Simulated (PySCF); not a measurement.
# C3H8ClGa: the cost of one run

Programs: PySCF 2.14.0, with density-fitted response routines of our own. Each step states its level of theory. These are calculated values for one molecule in the gas phase, unless marked as measured. Atoms count from 0, in the outputs and in this text.

### 1 Starting geometry

13 atoms, charge 0, multiplicity 1; geometry from: GFN2-xTB. The atoms were then displaced at random by about 0.01 Å, so the start is not that level's minimum.

Bonds of the start (Å): C0–C1 1.55, C1–C2 1.54, C1–Ga3 2.11, Ga3–Cl4 2.07, C0–H5 1.07, C0–H6 1.09, C0–H7 1.09, C1–H8 1.09, C2–H9 1.07, C2–H10 1.11, C2–H11 1.09, Ga3–H12 1.60.

### 2 Relaxing the molecule at PBE0-D3(BJ)/def2-SVP

What the job is given:

```
{"job": {"xc": "PBE0", "basis": "def2-SVP", "d3": "d3bj", "grid": 1, "shake": 0.01, "kind": "geom"}, "charge": 0, "multiplicity": 1}
C      0.247290    -1.180510    -0.870130
C     -0.142220     0.255120    -0.431980
C     -1.443120     0.263440     0.393660
Ga     1.465880     1.041050     0.691110
Cl     2.829080    -0.169660     1.674350
H      0.468390    -1.770530    -0.010610
H     -0.593930    -1.627150    -1.402260
H      1.109500    -1.133760    -1.543490
H     -0.297320     0.894160    -1.295150
H     -2.260460    -0.120770    -0.176070
H     -1.319230    -0.366000     1.296520
H     -1.662750     1.279840     0.734420
H      1.604720     2.617880     0.929300
```

On the command line:

```bash
OMP_NUM_THREADS=1 python probes_run.py task.json out
```

One launch serves the whole session: the jobs run in the order shown.

Q: Estimate the wall time and peak memory of this first job on 1 thread of Arm Neoverse N1, shared host.

About 2.6 min, with a peak of 0.51 GiB.
